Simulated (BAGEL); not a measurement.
**BN2H3Cl (SMILES [NH]B(N)Cl): UHF/3-21G (density fitting with qzvpp-jkfit)**

Aim: the vertical ionisation energy of BN2H3Cl at UHF/3-21G (density fitting with qzvpp-jkfit), from 2 runs. 

The calculation is run with BAGEL 1.2.2.

5 further runs of the same task are left out: 4 that didn't finish, 1 set aside as unsound or not needed.

## Step 1: The molecule

BN2H3Cl: 7 atoms, total charge 0, spin state doublet. SMILES: `[NH]B(N)Cl`. Geometry: relaxed at GFN2-xTB.

Bond lengths: N1–B2 1.355 Å, B2–N3 1.400 Å, B2–Cl4 1.796 Å, N1–H5 1.000 Å, N3–H6 1.004 Å, N3–H7 1.004 Å. Angles: N1–B2–N3 126.6°, N1–B2–Cl4 115.6°, N3–B2–Cl4 117.8°, B2–N1–H5 131.8°, B2–N3–H6 121.9°, B2–N3–H7 123.7°, H6–N3–H7 114.4°.

## Step 2: A single-point energy at UHF/3-21G (density fitting with qzvpp-jkfit)

input.json

```json
{ "bagel": [

{
  "title": "molecule",
  "basis": "3-21g",
  "df_basis": "qzvpp-jkfit",
  "angstrom": true,
  "geometry": [
    { "atom": "N", "xyz": [      -0.761470,       1.199050,      -0.324580 ] },
    { "atom": "B", "xyz": [      -0.237770,      -0.037740,      -0.144330 ] },
    { "atom": "N", "xyz": [       0.950690,      -0.351310,       0.525920 ] },
    { "atom": "Cl", "xyz": [      -1.185640,      -1.391920,      -0.847000 ] },
    { "atom": "H", "xyz": [      -1.593670,       1.510820,      -0.783140 ] },
    { "atom": "H", "xyz": [       1.528410,       0.357400,       0.940000 ] },
    { "atom": "H", "xyz": [       1.299460,      -1.286290,       0.633120 ] }
  ]
},

{ "title": "uhf", "nopen": 1 },

{ "title": "print", "file": "orbitals.molden", "orbitals": true }

]}
```

Started as:

```sh
BAGEL_NUM_THREADS=1 BAGEL input.json > input.out
```

Log:

```text
* using 1 threads per process

  ===============================================================
  ===============================================================

  *** Geometry ***

  { "atom" : "N", "xyz" : [     -1.438970,      2.265876,     -0.613367 ] },
  { "atom" : "B", "xyz" : [     -0.449320,     -0.071318,     -0.272744 ] },
  { "atom" : "N", "xyz" : [      1.796544,     -0.663880,      0.993845 ] },
  { "atom" : "Cl", "xyz" : [     -2.240535,     -2.630348,     -1.600598 ] },
  { "atom" : "H", "xyz" : [     -3.011600,      2.855036,     -1.479920 ] },
  { "atom" : "H", "xyz" : [      2.888276,      0.675388,      1.776343 ] },
  { "atom" : "H", "xyz" : [      2.455624,     -2.430736,      1.196423 ] },

  Number of auxiliary basis functions:      411

  Since a DF basis is specified, we compute 2- and 3-index integrals:
    o Being stored without compression. Storage requirement is 0.007 GB

  Number of basis functions:       46
  Number of electrons      :       39

    * METHOD: MOLECULE                             0.11

  *** Open-shell HF ***

  === Nuclear Repulsion ===
   136.4806665594

      * DIIS with orbital gradients will be used.

  === UHF iteration (3-21g) ===
      0       -591.80199323          0.04656341           0.04
      1       -591.91476181          0.01823309           0.04
      2       -591.93332197          0.00808753           0.04
      3       -591.93699758          0.00175423           0.04
      4       -591.93822305          0.00073197           0.04
      5       -591.93850030          0.00032159           0.04
      6       -591.93862181          0.00013139           0.04
      7       -591.93865994          0.00005862           0.04
      8       -591.93867507          0.00004460           0.04
      9       -591.93868345          0.00001932           0.04
     10       -591.93868513          0.00000751           0.04
     11       -591.93868521          0.00000544           0.04
     12       -591.93868523          0.00000524           0.04
     13       -591.93868525          0.00000523           0.04
     14       -591.93868525          0.00000523           0.04
     15       -591.93868525          0.00000524           0.04
     16       -591.93868524          0.00000522           0.04
     17       -591.93868521          0.00000517           0.04
     18       -591.93868506          0.00000485           0.04
     19       -591.93868446          0.00000338           0.04
     20       -591.93868420          0.00000233           0.04
     21       -591.93868417          0.00000163           0.04
     22       -591.93868416          0.00000068           0.04
     23       -591.93868415          0.00000024           0.04
     24       -591.93868415          0.00000011           0.04
     25       -591.93868415          0.00000006           0.04
     26       -591.93868415          0.00000004           0.04
     27       -591.93868415          0.00000002           0.04
     28       -591.93868415          0.00000001           0.04
    * SCF iteration converged.

    * S^2 (UHF) is 0.7630

    * Permanent dipole moment:
           (   -0.713006,    -0.493181,    -0.467464) a.u.

    * METHOD: UHF                                  1.21

    * METHOD: PRINT                                0.01

  ===============================================================
```

Run time: 1.4 s. Hardware: 1 thread of Arm Neoverse V1, shared host.

## Step 3: The singlet cation, same level

input.json

```json
{ "bagel" : [

{
  "title" : "molecule",
  "basis" : "3-21g",
  "df_basis" : "qzvpp-jkfit",
  "angstrom" : "true",
  "geometry" : [
    { "atom" : "N", "xyz" : [   -0.761470,    1.199050,   -0.324580 ] },
    { "atom" : "B", "xyz" : [   -0.237770,   -0.037740,   -0.144330 ] },
    { "atom" : "N", "xyz" : [    0.950690,   -0.351310,    0.525920 ] },
    { "atom" : "Cl", "xyz" : [   -1.185640,   -1.391920,   -0.847000 ] },
    { "atom" : "H", "xyz" : [   -1.593670,    1.510820,   -0.783140 ] },
    { "atom" : "H", "xyz" : [    1.528410,    0.357400,    0.940000 ] },
    { "atom" : "H", "xyz" : [    1.299460,   -1.286290,    0.633120 ] }
  ]
},
{
  "title" : "hf",
  "charge" : 1
},
{
  "title" : "print",
  "file" : "orbitals.molden",
  "orbitals" : "true"
}

]}
```

Started as:

```sh
BAGEL_NUM_THREADS=1 BAGEL input.json > input.out
```

Log:

```text
* using 1 threads per process

  ===============================================================
  ===============================================================

  *** Geometry ***

  { "atom" : "N", "xyz" : [     -1.438970,      2.265876,     -0.613367 ] },
  { "atom" : "B", "xyz" : [     -0.449320,     -0.071318,     -0.272744 ] },
  { "atom" : "N", "xyz" : [      1.796544,     -0.663880,      0.993845 ] },
  { "atom" : "Cl", "xyz" : [     -2.240535,     -2.630348,     -1.600598 ] },
  { "atom" : "H", "xyz" : [     -3.011600,      2.855036,     -1.479920 ] },
  { "atom" : "H", "xyz" : [      2.888276,      0.675388,      1.776343 ] },
  { "atom" : "H", "xyz" : [      2.455624,     -2.430736,      1.196423 ] },

  Number of auxiliary basis functions:      411

  Since a DF basis is specified, we compute 2- and 3-index integrals:
    o Being stored without compression. Storage requirement is 0.007 GB

  Number of basis functions:       46
  Number of electrons      :       39

    * METHOD: MOLECULE                             0.12

  *** RHF ***

  === Nuclear Repulsion ===
   136.4806665594

      * DIIS with orbital gradients will be used.

  === RHF iteration (3-21g) ===
      0       -591.42141763          0.01661912           0.02
      1       -591.50927167          0.00560803           0.02
      2       -591.51905689          0.00195238           0.02
      3       -591.52098485          0.00062449           0.02
      4       -591.52125995          0.00033386           0.02
      5       -591.52132139          0.00010833           0.02
      6       -591.52133018          0.00007517           0.02
      7       -591.52133183          0.00002445           0.02
      8       -591.52133236          0.00001030           0.02
      9       -591.52133244          0.00000562           0.02
     10       -591.52133247          0.00000375           0.02
     11       -591.52133249          0.00000282           0.02
     12       -591.52133250          0.00000271           0.02
     13       -591.52133251          0.00000262           0.02
     14       -591.52133252          0.00000254           0.02
     15       -591.52133259          0.00000213           0.02
     16       -591.52133272          0.00000107           0.02
     17       -591.52133275          0.00000039           0.02
     18       -591.52133275          0.00000013           0.02
     19       -591.52133275          0.00000009           0.02
     20       -591.52133275          0.00000003           0.02
     21       -591.52133275          0.00000002           0.02
     22       -591.52133275          0.00000001           0.02
    * SCF iteration converged.

    * Permanent dipole moment:
           (   -0.913093,    -2.074277,    -0.758646) a.u.

    * METHOD: HF                                   0.54

    * METHOD: PRINT                                0.01

  ===============================================================
```

Wall time 0.79 s (1 thread of Arm Neoverse V1, shared host).

## Step 4: What came out

Level: UHF/3-21G (density fitting with qzvpp-jkfit).

```
                                          quantity          value
                     doublet BN2H3Cl: total energy  -591.93868 Eh
                    doublet BN2H3Cl: dipole moment         2.50 D
                             doublet BN2H3Cl: ⟨S²⟩          0.763
                      singlet cation: total energy  -591.52133 Eh
                       singlet cation: HOMO energy      -17.05 eV
                       singlet cation: LUMO energy       -9.50 eV
                     singlet cation: HOMO–LUMO gap        7.54 eV
vertical ionisation energy (to the singlet cation)      11.357 eV
```

The vertical ionisation energy comes to 11.36 eV (1096 kJ/mol). Only the singlet of the ionised species was computed; a triplet could lie lower.
